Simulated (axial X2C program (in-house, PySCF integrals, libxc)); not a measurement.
**ClSeCl⁻: bond lengths and stretches, held linear**

One table from this session's results is given with a row withheld; the runs are named, their logs left out.

Computed with an in-house X2C program for linear molecules on PySCF integrals. Level: all-electron X2C, two-component (2c) or spin-free, Cl dyall-av3z, Se dyall-v3z.

All values are calculated.

2 further runs of the same task are left out: 2 set aside as unsound or not needed.

The first run:

Contents of task.json:

```json
{"zs": [17, 34, 17], "q": -1, "bas": ["dyall-av3z", "dyall-v3z", "dyall-av3z"], "r0": [2.15, 2.15], "symm": 1, "scan": ["PBE0", "HF", "BHandHLYP"], "levels": ["PBE0", "HF", "TPSSh"], "nst": 2}
```

Keys: zs atomic numbers; q charge; bas basis sets; r0 starting distance in Å; symm equal bonds; scan levels of the two-bond scan (MP2 follows by itself at each HF point); levels methods; nst determinants followed.

Launch:

```sh
$ python solin.py task.json out
```

Masses Cl 34.969, Se 79.917, Cl 34.969 u.

Steps of the session up to this table: Scan at PBE0, 2c; Scan at HF, 2c; Scan at BHandHLYP, 2c.

One table of the session follows, with a row left open; its other results are not shown here.

```
               level  r(Cl–Se) (Å)  r(Se–Cl) (Å)  lower stretch (cm⁻¹)  upper stretch (cm⁻¹)
            PBE0, 2c         2.415         2.415                 228.5                 257.3
              HF, 2c         2.461         2.461                 135.3                 259.2
       BHandHLYP, 2c         2.436         2.436                 202.3                 257.1
             MP2, 2c         2.416         2.416                 226.1                 263.0
     PBE0, spin-free         2.413         2.413                 228.7                 258.2
       HF, spin-free         2.458         2.458                 135.0                 260.5
BHandHLYP, spin-free             ?             ?                     ?                     ?
      MP2, spin-free         2.414         2.414                 226.7                 263.1
```

**Question.** Estimate the row for BHandHLYP, spin-free.

**Answer.** r(Cl–Se) (Å): 2.433; r(Se–Cl) (Å): 2.433; lower stretch (cm⁻¹): 202.5; upper stretch (cm⁻¹): 257.9. In the column «r(Cl–Se) (Å)» it lies between MP2, 2c (2.416) and BHandHLYP, 2c (2.436).

Scans not shown above were run alike.

Caveats from the session: For an anion the highest level of a functional can be positive, and the basis then holds the extra electron. The molecule was held linear; bending was not examined, so a bent shape may lie lower. Note: functional without a current term on a determinant with orbital currents, of the molecule or an atom.
